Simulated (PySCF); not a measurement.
# Changing the system itself: KB

Aim: change spin, charge, geometry, field or solvent of KB, one at a time, and compare with the base run.

The runs use PySCF 2.14.0; method and basis as typed in the scripts.

1 further run of the same task is left out (it didn't finish).

### 1 The system as given

KB: 2 atoms, charge 0, spin multiplicity 1.

Bond lengths: K1–B2 2.760 Å.

### 2 Base script

input.py reads:

```python
from pyscf import gto, scf, ci

mol = gto.M(
    atom='K 0 0 0; B 0 0 2.76',
    basis='ano-rcc-vdzp',
    charge=0,
    spin=0,
    verbose=4,
)
mf = scf.RHF(mol)
mf = mf.sfx2c1e()
mf.kernel()
ci.CISD(mf, frozen=6).kernel()
mf.dip_moment()
print('orbital energies (hartree):', mf.mo_energy[..., max(0, mol.nelec[1]-3):mol.nelec[0]+3].round(4))
```

Run with:

```console
OMP_NUM_THREADS=1 python input.py
```

Its log is not repeated here.

Base result: E(SCF) = -625.951801 Eh, 11 cycles, E(CISD) − E(SCF) = -0.24876 Eh, μ = 6.46 D (of the SCF density).

The bond length is a typed value, not an optimised one.

### 3 Lengths in bohr

Run 1 changes length unit: angstrom → bohr; bond length: 2.76 Å → 2.76 bohr.

input.py reads:

```python
from pyscf import gto, scf, ci

mol = gto.M(
    atom='K 0 0 0; B 0 0 2.76',
    basis='ano-rcc-vdzp',
    charge=0,
    spin=0,
    unit='bohr',
    verbose=4,
)
mf = scf.RHF(mol)
mf = mf.sfx2c1e()
mf.kernel()
ci.CISD(mf, frozen=6).kernel()
mf.dip_moment()
print('orbital energies (hartree):', mf.mo_energy[..., max(0, mol.nelec[1]-3):mol.nelec[0]+3].round(4))
```

Run with:

```console
OMP_NUM_THREADS=1 python input.py
```

### 4 PCM, ε = 2.27

Run 2 changes solvent: none (gas phase) → PCM, ε = 2.27; step after the SCF: cisd → analyze.

input.py reads:

```python
from pyscf import gto, scf, solvent

mol = gto.M(
    atom='K 0 0 0; B 0 0 2.76',
    basis='ano-rcc-vdzp',
    charge=0,
    spin=0,
    verbose=4,
)
mf = scf.RHF(mol)
mf = mf.sfx2c1e()
mf = solvent.PCM(mf)
mf.with_solvent.eps = 2.27
mf.kernel()
mf.analyze()
print('orbital energies (hartree):', mf.mo_energy[..., max(0, mol.nelec[1]-3):mol.nelec[0]+3].round(4))
```

### 5 Triplet (UHF)

Run 3 changes spin (2S): 0 → 2; SCF type: RHF → UHF.

input.py reads:

```python
from pyscf import gto, scf, ci

mol = gto.M(
    atom='K 0 0 0; B 0 0 2.76',
    basis='ano-rcc-vdzp',
    charge=0,
    spin=2,
    verbose=4,
)
mf = scf.UHF(mol)
mf = mf.sfx2c1e()
mf.kernel()
ci.CISD(mf, frozen=6).kernel()
mf.dip_moment()
print('orbital energies (hartree):', [e[max(0, n-3):n+3].round(4) for e, n in zip(mf.mo_energy, mol.nelec)])
```

### 6 PCM, ε = 78.36

Run 4 changes solvent: none (gas phase) → PCM, ε = 78.36; step after the SCF: cisd → analyze.

input.py reads:

```python
from pyscf import gto, scf, solvent

mol = gto.M(
    atom='K 0 0 0; B 0 0 2.76',
    basis='ano-rcc-vdzp',
    charge=0,
    spin=0,
    verbose=4,
)
mf = scf.RHF(mol)
mf = mf.sfx2c1e()
mf = solvent.PCM(mf)
mf.with_solvent.eps = 78.36
mf.kernel()
mf.analyze()
print('orbital energies (hartree):', mf.mo_energy[..., max(0, mol.nelec[1]-3):mol.nelec[0]+3].round(4))
```

### 7 Bond 2.567 Å

Run 5 changes bond length: 2.76 Å → 2.567 Å.

Edit input.py of step 2 so:

```diff
@@ -3,3 +3,3 @@
 mol = gto.M(
-    atom='K 0 0 0; B 0 0 2.76',
+    atom='K 0 0 0; B 0 0 2.567',
     basis='ano-rcc-vdzp',
```

### 8 Bond 2.843 Å

Run 6 changes bond length: 2.76 Å → 2.843 Å.

Edit input.py of step 2 so:

```diff
@@ -3,3 +3,3 @@
 mol = gto.M(
-    atom='K 0 0 0; B 0 0 2.76',
+    atom='K 0 0 0; B 0 0 2.843',
     basis='ano-rcc-vdzp',
```

Before running it: what results should come out? Wanted: for each run, E(SCF); from base; gap, α spin; SCF dipole; after the SCF.

The runs gave:

| run | E(SCF) (hartree) | from base (eV) | cycles | gap, α spin (eV) | SCF dipole (D) | after the SCF |
| --- | --- | --- | --- | --- | --- | --- |
| base | -625.951801 | 0 | 11 | 4.73 | 6.46 | CISD correlation -6.769 eV, core frozen |
| lengths in bohr (poor choice) | -625.651797 | not comparable | 10 | 5.70 | 8.25 | CISD correlation -6.925 eV, core frozen |
| PCM, ε = 2.27 | -625.960973 | -0.2496 | 11 | 5.13 | 9.29 | n/a |
| triplet (UHF) | -626.000245 | -1.3182 | 16 | 5.31 | 9.38 | CISD correlation -6.299 eV, core frozen |
| PCM, ε = 78.36 | -625.972743 | -0.5699 | 12 | 5.85 | 11.50 | n/a |
| bond 2.567 Å | -625.937683 | +0.3842 | 11 | 4.81 | 6.04 | CISD correlation -6.815 eV, core frozen |
| bond 2.843 Å | -625.955488 | -0.1003 | 10 | 4.70 | 6.60 | CISD correlation -6.755 eV, core frozen |

The largest comparable shift of the SCF energy, -1.318 eV, comes with the run “triplet (UHF)”. A continuum solvent with ε = 2.27 lowers the energy by 0.250 eV. The triplet solution found lies 1.32 eV below the base singlet at this geometry and level, so the base is not the lowest spin state. A continuum solvent with ε = 78.36 lowers the energy by 0.570 eV. Rows marked «poor choice» come from settings spoiled on purpose.
